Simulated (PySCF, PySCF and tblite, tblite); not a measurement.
# C8H16Si: telling isomers apart by computed NMR, part 2 of 3

PySCF and tblite. Atoms count from 0. Earlier steps stand in the parts before.

## 7. Shieldings, isomer B, conformer 1: PBE0/pcSseg-1

What the job is given:

```
{"job": {"xc": "PBE0", "basis": "pcSseg-1", "kind": "nmr", "pop": false}, "charge": 0, "multiplicity": 1}
C     -0.365250     2.482045     1.004654
C     -0.359749     1.517391     0.099892
C     -1.446200     0.489628    -0.007021
C     -0.865519    -0.923121     0.132848
C     -1.957981    -1.974664    -0.039161
C      0.252401    -1.120636    -0.888498
C      1.355976    -0.074748    -0.734171
Si     2.345247    -0.243379     0.891499
C      0.749336     1.325828    -0.888740
H     -1.169209     2.594407     1.713183
H      0.430067     3.205716     1.069409
H     -1.926563     0.574058    -0.987288
H     -2.207093     0.658995     0.757136
H     -0.439602    -1.023052     1.137622
H     -2.748447    -1.830112     0.694138
H     -2.397019    -1.909293    -1.033178
H     -1.549174    -2.974604     0.089440
H     -0.175295    -1.054163    -1.895157
H      0.674794    -2.122622    -0.777756
H      2.065040    -0.221314    -1.559194
H      1.605702     0.238642     2.056465
H      2.684810    -1.656600     1.078648
H      3.572564     0.544652     0.750981
H      1.517182     2.090167    -0.754945
H      0.343048     1.430924    -1.901674
```

Log:

```text
coarse grid: 20232 points
cycle   1  E = -603.2807952257  dE =  9.345e-01  |g| = 4.656e-01  |ddm| = 4.416e+00
cycle   2  E = -603.2712777552  dE =  9.517e-03  |g| = 5.132e-01  |ddm| = 9.647e-01
cycle   3  E = -603.3410489191  dE = -6.977e-02  |g| = 6.574e-02  |ddm| = 5.701e-01
cycle   4  E = -603.3417106135  dE = -6.617e-04  |g| = 3.879e-02  |ddm| = 1.053e-01
cycle   5  E = -603.3420628975  dE = -3.523e-04  |g| = 1.026e-02  |ddm| = 3.986e-02
cycle   6  E = -603.3420874116  dE = -2.451e-05  |g| = 2.835e-03  |ddm| = 1.057e-02
cycle   7  E = -603.3420893506  dE = -1.939e-06  |g| = 2.934e-04  |ddm| = 2.786e-03
final grid: 187544 points
cycle   8  E = -603.3986690388  dE = -8.598e-05  |g| = 9.918e-03  |ddm| = 4.872e-02
cycle   9  E = -603.3986547973  dE =  1.424e-05  |g| = 1.241e-02  |ddm| = 2.212e-02
cycle  10  E = -603.3986945024  dE = -3.971e-05  |g| = 1.949e-03  |ddm| = 1.355e-02
cycle  11  E = -603.3986953980  dE = -8.956e-07  |g| = 4.322e-04  |ddm| = 2.108e-03
cycle  12  E = -603.3986954413  dE = -4.323e-08  |g| = 1.194e-04  |ddm| = 4.392e-04
cycle  13  E = -603.3986954444  dE = -3.159e-09  |g| = 3.926e-05  |ddm| = 1.474e-04
cycle  14  E = -603.3986954448  dE = -3.738e-10  |g| = 4.217e-06  |ddm| = 4.383e-05
converged SCF energy = -603.3986954448

GIAO shielding tensors (ppm)
atom      isotropic    diamagn.    paramagn.     s11        s22        s33       span
  0 C       70.591     251.013    -180.421    -29.424     99.117    142.081    171.505
  1 C       32.481     262.258    -229.778    -89.297     21.431    165.307    254.604
  2 C      138.464     247.251    -108.787    126.467    134.690    154.234     27.767
  3 C      152.088     247.837     -95.749    150.659    152.741    152.863      2.204
  4 C      161.758     245.094     -83.336    144.722    151.528    189.024     44.302
  5 C      144.558     248.630    -104.072    133.778    144.498    155.398     21.620
  6 C      163.734     250.177     -86.443    155.975    164.395    170.831     14.856
  7 Si     420.144     880.702    -460.558    381.502    407.006    471.924     90.422
  8 C      145.905     245.879     -99.974    138.908    145.228    153.579     14.671
  9 H       26.589      31.270      -4.681     23.352     25.137     31.278      7.927
 10 H       26.745      31.058      -4.312     23.320     25.360     31.556      8.236
 11 H       30.039      31.752      -1.713     26.979     28.906     34.233      7.254
 12 H       29.400      33.167      -3.767     25.117     29.046     34.037      8.920
 13 H       30.225      33.863      -3.639     26.194     30.781     33.699      7.505
 14 H       30.602      29.025       1.577     25.970     28.121     37.714     11.744
 15 H       30.979      29.671       1.308     27.273     29.020     36.642      9.369
 16 H       30.615      29.123       1.493     25.969     28.287     37.591     11.622
 17 H       30.363      32.968      -2.605     26.142     29.866     35.082      8.940
 18 H       29.865      33.045      -3.180     25.133     29.615     34.846      9.713
 19 H       30.085      31.615      -1.530     25.961     27.229     37.063     11.102
 20 H       27.532      30.317      -2.786     23.813     28.017     30.764      6.950
 21 H       28.160      30.016      -1.856     24.369     26.407     33.703      9.334
 22 H       28.062      29.963      -1.901     24.581     25.512     34.093      9.512
 23 H       29.406      32.609      -3.204     25.881     27.724     34.613      8.732
 24 H       29.278      30.539      -1.262     26.034     26.765     35.033      8.999
```

Wall time 45 s (1 thread of Arm Neoverse V2, shared host); peak memory 1.2 GiB.

In short: HOMO -7.06 eV, LUMO 0.37 eV; dipole 0.87 D.

## 8. Shieldings, isomer B, conformer 2: PBE0/pcSseg-1

What the job is given:

```
{"job": {"xc": "PBE0", "basis": "pcSseg-1", "kind": "nmr", "pop": false}, "charge": 0, "multiplicity": 1}
C     -0.754096    -2.614036     0.194783
C     -0.472808    -1.479699    -0.424475
C     -1.523847    -0.532154    -0.920104
C     -1.365310     0.839816    -0.248217
C     -1.750685     0.763033     1.227311
C      0.067013     1.348668    -0.449063
C      1.124164     0.362660     0.046554
Si     2.890275     1.033847    -0.213191
C      0.926977    -0.991159    -0.647912
H     -1.768834    -2.934855     0.362915
H      0.018681    -3.274903     0.551339
H     -2.521434    -0.929660    -0.725197
H     -1.411511    -0.410537    -2.001778
H     -2.046988     1.546975    -0.737238
H     -2.808920     0.530499     1.326683
H     -1.188025    -0.015347     1.736601
H     -1.561025     1.713422     1.722200
H      0.183022     2.304977     0.067305
H      0.224060     1.531879    -1.516199
H      0.968986     0.207606     1.119779
H      3.030024     2.306933     0.496153
H      3.854376     0.062520     0.306116
H      3.127576     1.242373    -1.643741
H      1.098834    -0.870323    -1.722143
H      1.648559    -1.718392    -0.270765
```

Log:

```text
coarse grid: 20232 points
cycle   1  E = -603.2798472644  dE =  9.259e-01  |g| = 4.724e-01  |ddm| = 4.418e+00
cycle   2  E = -603.2636851422  dE =  1.616e-02  |g| = 5.443e-01  |ddm| = 1.005e+00
cycle   3  E = -603.3413147627  dE = -7.763e-02  |g| = 7.447e-02  |ddm| = 6.154e-01
cycle   4  E = -603.3422233627  dE = -9.086e-04  |g| = 3.959e-02  |ddm| = 1.071e-01
cycle   5  E = -603.3425852990  dE = -3.619e-04  |g| = 1.132e-02  |ddm| = 4.108e-02
cycle   6  E = -603.3426163492  dE = -3.105e-05  |g| = 2.851e-03  |ddm| = 1.263e-02
cycle   7  E = -603.3426182850  dE = -1.936e-06  |g| = 3.936e-04  |ddm| = 3.018e-03
final grid: 187544 points
cycle   8  E = -603.3995431660  dE = -6.977e-05  |g| = 1.008e-02  |ddm| = 4.444e-02
cycle   9  E = -603.3995274912  dE =  1.567e-05  |g| = 1.277e-02  |ddm| = 2.238e-02
cycle  10  E = -603.3995693350  dE = -4.184e-05  |g| = 1.851e-03  |ddm| = 1.383e-02
cycle  11  E = -603.3995701192  dE = -7.842e-07  |g| = 4.596e-04  |ddm| = 1.985e-03
cycle  12  E = -603.3995701694  dE = -5.027e-08  |g| = 1.078e-04  |ddm| = 4.569e-04
cycle  13  E = -603.3995701720  dE = -2.578e-09  |g| = 3.618e-05  |ddm| = 1.421e-04
cycle  14  E = -603.3995701723  dE = -3.192e-10  |g| = 5.782e-06  |ddm| = 4.288e-05
converged SCF energy = -603.3995701723

GIAO shielding tensors (ppm)
atom      isotropic    diamagn.    paramagn.     s11        s22        s33       span
  0 C       71.595     250.872    -179.277    -28.621    101.650    141.756    170.377
  1 C       31.499     261.033    -229.535    -90.530     17.292    167.733    258.263
  2 C      142.134     245.946    -103.812    134.144    142.822    149.436     15.292
  3 C      152.318     246.406     -94.088    148.022    150.415    158.517     10.495
  4 C      167.693     248.433     -80.741    145.290    170.586    187.202     41.912
  5 C      148.232     248.728    -100.496    140.825    144.936    158.936     18.111
  6 C      166.006     251.500     -85.494    158.008    161.321    178.689     20.680
  7 Si     409.839     880.184    -470.345    376.828    379.850    472.839     96.011
  8 C      144.138     247.826    -103.688    137.172    139.300    155.940     18.768
  9 H       26.745      30.745      -3.999     23.471     25.227     31.539      8.068
 10 H       26.623      31.125      -4.502     23.313     25.055     31.500      8.187
 11 H       29.663      32.369      -2.706     26.070     28.063     34.857      8.787
 12 H       29.280      30.646      -1.366     26.503     26.690     34.649      8.146
 13 H       29.685      31.942      -2.256     25.587     27.156     36.312     10.726
 14 H       30.873      30.368       0.504     26.411     28.022     38.185     11.775
 15 H       30.086      31.603      -1.517     26.353     30.840     33.064      6.711
 16 H       31.023      30.696       0.327     26.162     28.880     38.025     11.863
 17 H       30.149      32.886      -2.737     24.827     29.928     35.693     10.866
 18 H       30.182      33.028      -2.846     25.544     29.990     35.011      9.467
 19 H       30.406      33.627      -3.222     26.774     30.695     33.748      6.974
 20 H       27.972      28.921      -0.949     24.279     25.997     33.639      9.360
 21 H       27.904      28.919      -1.015     24.163     25.897     33.652      9.489
 22 H       28.115      29.123      -1.008     24.758     26.578     33.009      8.251
 23 H       29.847      31.705      -1.858     26.376     28.935     34.230      7.854
 24 H       29.412      32.964      -3.552     24.493     29.229     34.513     10.020
```

Wall time 44 s (1 thread of Arm Neoverse V2, shared host); peak memory 1.2 GiB.

Key values: HOMO -7.05 eV, LUMO 0.34 eV; dipole 0.64 D.

## 9. The ensemble, isomer B: properties at PBE0/pcSseg-1

What the job is given:

```
{"job": {"study": "conf", "smiles": "C=C1C[C@@H](C)C[C@H]([SiH3])C1", "search": {"seed": 5245, "n_embed": 60, "ff_keep": 14, "window": 2.5, "nmax": 4, "temps": [250, 298.15, 350], "t_ref": 298.15, "order": 0.002}, "level": {"nmr": {"xc": "PBE0", "basis": "pcSseg-1"}}, "kind": "conf"}, "charge": 0, "multiplicity": 1}
C     -0.754096    -2.614036     0.194783
C     -0.472808    -1.479699    -0.424475
C     -1.523847    -0.532154    -0.920104
C     -1.365310     0.839816    -0.248217
C     -1.750685     0.763033     1.227311
C      0.067013     1.348668    -0.449063
C      1.124164     0.362660     0.046554
Si     2.890275     1.033847    -0.213191
C      0.926977    -0.991159    -0.647912
H     -1.768834    -2.934855     0.362915
H      0.018681    -3.274903     0.551339
H     -2.521434    -0.929660    -0.725197
H     -1.411511    -0.410537    -2.001778
H     -2.046988     1.546975    -0.737238
H     -2.808920     0.530499     1.326683
H     -1.188025    -0.015347     1.736601
H     -1.561025     1.713422     1.722200
H      0.183022     2.304977     0.067305
H      0.224060     1.531879    -1.516199
H      0.968986     0.207606     1.119779
H      3.030024     2.306933     0.496153
H      3.854376     0.062520     0.306116
H      3.127576     1.242373    -1.643741
H      1.098834    -0.870323    -1.722143
H      1.648559    -1.718392    -0.270765
```

Log:

```text
conformer  sym    E(xTB)   E(DFT)   G(298.15 K)  weight  dipole/D
    1     C1      0.000    0.277    0.385   0.3432    0.867
    2     C1      0.779    0.000    0.000   0.6568    0.639

mean shielding (ppm) by class
class atoms           250 K   298.15 K      350 K
  0 C  0             71.264     71.251      71.24
  1 C  1             31.822     31.836     31.846
  2 C  2            140.925    140.874    140.837
  3 C  3            152.242    152.239    152.237
  4 C  4            165.738    165.656    165.595
  5 C  5            147.022    146.971    146.934
  6 C  6            165.258    165.226    165.203
  7 Si 7            413.233    413.376    413.482
  8 C  8             144.72    144.744    144.762
  9 H  9             26.694     26.692      26.69
 10 H  10            26.663     26.665     26.666
 11 H  11            29.787     29.792     29.796
 12 H  12             29.32     29.321     29.323
 13 H  13            29.863      29.87     29.876
 14 H  14,15,16      30.684     30.685     30.686
 15 H  17             30.22     30.223     30.225
 16 H  18            30.077     30.073      30.07
 17 H  19              30.3     30.295     30.292
 18 H  20,21,22      27.971      27.97     27.969
 19 H  23            29.702     29.696     29.691
 20 H  24            29.367     29.366     29.364
```

Wall time 95 s (1 thread of Arm Neoverse V2, shared host). This counts the runs that the step sums up.

The search (ETKDG, MMFF94s, GFN2-xTB) embedded 60 structures, kept 5 distinct ones after the force field and 4 after xTB; 2 were carried on (window 2.5 kcal/mol at the search's own energies). Energies: PBE0/pcSseg-1 with D3(BJ).

The conformers at 298 K:

```
no.  group  mirror pair  ΔE xTB  ΔE DFT    ΔG  weight (%)  μ (D)     A, B, C (GHz)
  1     C1           no    0.00    0.28  0.39        34.3   0.87  1.60, 1.24, 0.89
  2     C1           no    0.78    0.00  0.00        65.7   0.64  2.01, 0.98, 0.77
```

Energies in kcal/mol. ΔG holds xTB vibrations and rotation, symmetry numbers and mirror pairs.

Weights (%) by temperature:

```
no.  250 K  298 K  350 K
  2   67.1   65.7   64.7
  1   32.9   34.3   35.3
```

Other ways of weighting, at the same temperature:

```
                      scheme    2   1  mean μ (D)
             DFT free energy   66  34        0.72
DFT energy, symmetry counted   61  39        0.73
            DFT energy alone   61  39        0.73
xTB energy, symmetry counted   21  79        0.82
             xTB free energy   24  76        0.81
       lowest conformer only  100   0        0.64
               equal weights   50  50        0.75
```

Shifts against references run at the same level (13C TMS 186.9, 29Si TMS 349.2, 1H TMS 31.72 ppm of shielding), by class of atoms, at 298 K:

```
        atoms                         environment  no. 2  no. 1  average
           C1     fully substituted alkene carbon  155.4  154.4    155.1
           C0                terminal =CH2 carbon  115.3  116.3    115.7
           C2                     allylic sp3 CH2   44.8   48.5     46.1
           C8                     allylic sp3 CH2   42.8   41.0     42.2
           C5                   sp3 CH2 in a ring   38.7   42.4     40.0
           C3                    sp3 CH in a ring   34.6   34.8     34.7
           C6                 sp3 CH bonded to Si   20.9   23.2     21.7
           C4                       methyl carbon   19.2   25.2     21.3
          H10  hydrogen on a terminal =CH2 carbon   5.09   4.97     5.05
           H9  hydrogen on a terminal =CH2 carbon   4.97   5.13     5.02
H20, H21, H22   hydrogen on a silicon bonded to C   3.72   3.80     3.75
          H12      hydrogen on an allylic sp3 CH2   2.44   2.32     2.40
          H24      hydrogen on an allylic sp3 CH2   2.30   2.44     2.35
          H23      hydrogen on an allylic sp3 CH2   1.87   2.31     2.02
          H11      hydrogen on an allylic sp3 CH2   2.05   1.68     1.92
          H13     hydrogen on an sp3 CH in a ring   2.03   1.49     1.85
          H18    hydrogen on an sp3 CH2 in a ring   1.54   1.85     1.64
          H17    hydrogen on an sp3 CH2 in a ring   1.57   1.35     1.49
          H19  hydrogen on an sp3 CH bonded to Si   1.31   1.63     1.42
H14, H15, H16         hydrogen on a methyl carbon   1.06   0.98     1.03
          Si7            silicon bonded to C, 3 H  -60.7  -71.0    -64.2
```

Effective distances for nuclear Overhauser effects, ⟨r⁻⁶⟩^(−1/6) over all pairs of two classes (Å): H17···H18 1.76; H11···H12 1.77; H23···H24 1.77; H9···H10 1.83; H13···H18 2.42; H12···H13 2.43; H17···H19 2.45; H19···H24 2.45.

## 10. Shieldings, isomer A, conformer 1: BP86/pcSseg-1 in acetonitrile

What the job is given:

```
{"job": {"xc": "BP86", "basis": "pcSseg-1", "solvent": "acetonitrile", "kind": "nmr", "pop": false}, "charge": 0, "multiplicity": 1}
C     -1.008823     2.750752    -0.035979
C     -0.604616     1.547721     0.347861
C     -1.544747     0.385489     0.521494
C     -1.135945    -0.759468    -0.421744
C     -2.057597    -1.967017    -0.235175
C      0.325816    -1.150642    -0.169418
C      1.274978     0.059764    -0.369092
Si     3.107003    -0.415600    -0.126059
C      0.841854     1.210751     0.586262
H     -2.051190     2.975190    -0.220420
H     -0.318691     3.573226    -0.170924
H     -2.574605     0.688686     0.310297
H     -1.502143     0.029577     1.557544
H     -1.227633    -0.403094    -1.457270
H     -3.092708    -1.686279    -0.432461
H     -1.777662    -2.765514    -0.923307
H     -1.989519    -2.347819     0.785100
H      0.604379    -1.953839    -0.861149
H      0.427540    -1.543591     0.849532
H      1.094751     0.430709    -1.395523
H      3.957123     0.739619    -0.355882
H      3.318169    -0.889929     1.231290
H      3.475797    -1.470607    -1.054209
H      0.977338     0.893696     1.627766
H      1.470194     2.092365     0.420600
```

Log:

```text
coarse grid: 20232 points
cycle   1  E = -603.7261109613  dE =  5.419e-01  |g| = 6.723e-01  |ddm| = 4.513e+00
cycle   2  E = -603.5722372645  dE =  1.539e-01  |g| = 1.007e+00  |ddm| = 1.664e+00
cycle   3  E = -603.8512512166  dE = -2.790e-01  |g| = 1.339e-01  |ddm| = 1.151e+00
cycle   4  E = -603.8547483408  dE = -3.497e-03  |g| = 6.672e-02  |ddm| = 1.906e-01
cycle   5  E = -603.8558205454  dE = -1.072e-03  |g| = 1.813e-02  |ddm| = 6.083e-02
cycle   6  E = -603.8558986264  dE = -7.808e-05  |g| = 7.091e-03  |ddm| = 2.083e-02
cycle   7  E = -603.8559098842  dE = -1.126e-05  |g| = 1.016e-03  |ddm| = 6.853e-03
cycle   8  E = -603.8559101345  dE = -2.503e-07  |g| = 3.624e-04  |ddm| = 1.472e-03
final grid: 187544 points
cycle   9  E = -603.9326503135  dE = -9.395e-05  |g| = 6.761e-03  |ddm| = 5.370e-02
cycle  10  E = -603.9326323734  dE =  1.794e-05  |g| = 1.042e-02  |ddm| = 1.684e-02
cycle  11  E = -603.9326618048  dE = -2.943e-05  |g| = 1.384e-03  |ddm| = 1.092e-02
cycle  12  E = -603.9326622653  dE = -4.605e-07  |g| = 5.661e-04  |ddm| = 1.651e-03
cycle  13  E = -603.9326622357  dE =  2.954e-08  |g| = 1.567e-04  |ddm| = 5.276e-04
cycle  14  E = -603.9326622415  dE = -5.790e-09  |g| = 4.300e-05  |ddm| = 1.641e-04
cycle  15  E = -603.9326622770  dE = -3.544e-08  |g| = 7.902e-06  |ddm| = 5.076e-05
cycle  16  E = -603.9326622420  dE =  3.497e-08  |g| = 3.107e-06  |ddm| = 1.212e-05
cycle  17  E = -603.9326622420  dE =  1.592e-12  |g| = 7.504e-07  |ddm| = 3.126e-06
converged SCF energy = -603.9326622420

GIAO shielding tensors (ppm)
atom      isotropic    diamagn.    paramagn.     s11        s22        s33       span
  0 C       73.438     250.678    -177.240    -14.741     99.375    135.680    150.421
  1 C       19.557     260.481    -240.924    -97.922      0.841    155.753    253.676
  2 C      132.122     249.344    -117.222    120.327    127.634    148.405     28.078
  3 C      135.544     247.019    -111.475    130.610    137.861    138.161      7.551
  4 C      156.338     246.377     -90.039    138.202    146.273    184.539     46.337
  5 C      137.384     250.697    -113.313    123.500    133.063    155.588     32.088
  6 C      148.156     250.939    -102.783    142.311    149.388    152.770     10.458
  7 Si     401.740     881.278    -479.538    369.577    370.182    465.461     95.884
  8 C      137.154     249.457    -112.303    130.165    131.831    149.465     19.300
  9 H       26.669      30.905      -4.237     24.039     25.001     30.966      6.927
 10 H       26.664      30.995      -4.331     23.934     24.986     31.072      7.138
 11 H       29.222      32.843      -3.621     25.110     28.987     33.569      8.459
 12 H       29.716      31.981      -2.265     27.188     28.663     33.297      6.109
 13 H       30.050      33.773      -3.723     27.165     29.409     33.577      6.412
 14 H       30.437      28.788       1.649     26.040     28.118     37.153     11.113
 15 H       30.399      29.177       1.222     26.142     28.205     36.851     10.709
 16 H       30.758      29.972       0.786     27.392     29.059     35.822      8.431
 17 H       29.676      33.456      -3.780     24.321     30.681     34.027      9.706
 18 H       30.511      34.110      -3.599     26.614     31.454     33.465      6.850
 19 H       30.131      33.439      -3.309     27.741     28.802     33.848      6.107
 20 H       28.052      29.371      -1.319     24.399     26.045     33.713      9.314
 21 H       28.261      29.639      -1.378     25.058     26.840     32.884      7.826
 22 H       28.070      29.414      -1.345     24.550     26.092     33.568      9.018
 23 H       29.514      31.932      -2.418     26.498     28.597     33.445      6.947
 24 H       29.180      32.734      -3.554     24.529     29.162     33.849      9.320
```

Wall time 37 s (1 thread of Arm Neoverse V2, shared host); peak memory 1.1 GiB.

In short: HOMO -5.99 eV, LUMO -0.62 eV; dipole 0.93 D.

(Continued in part 3 of 3.)
